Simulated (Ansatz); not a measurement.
SrWO4:

```
W Sr O
1.0
    -2.72011    2.72011    5.96993
     2.72011   -2.72011    5.96993
     2.72011    2.72011   -5.96993
W Sr O
2 2 8
Direct
  0.50000 0.50000 0.00000
  0.25000 0.75000 0.50000
  0.00000 0.00000 0.00000
  0.75000 0.25000 0.50000
  0.30916 0.43143 0.40660
  0.18143 0.27482 0.62227
  0.65256 0.55916 0.37773
  0.02482 0.90256 0.59340
  0.72518 0.34744 0.90660
  0.09744 0.69084 0.12227
  0.56857 0.97518 0.87773
  0.44084 0.81857 0.09340
```

The cell is a database's computed one.

Base run:

- Program: Ansatz 0.2.0
- Functional: PBE0
- Potentials or basis: Ansatz PAW
- Cutoff: 420 eV
- Density cutoff: 1680 eV
- k mesh: 6 × 6 × 6
- Occupations: fermi-dirac, width 0.05 eV
- Spin: no spin polarisation

Its results: band gap on the k mesh 6.74 eV, direct; largest force 0.878 eV/Å.

Problem. The run is repeated on the same cell with these changes: functional from PBE0 to HSE06. What comes out?

Solution. Band gap on the k mesh 5.96 eV, direct; largest force 0.891 eV/Å.

Caveats: spin-orbit coupling is left out, which moves the levels of the heavy elements; the PAW data sets come from PBE, with cores solved anew for the run's functional, which leaves a small shift of forces and pressure.

A k mesh can miss the band edges.

Not every run made on this cell is shown here.
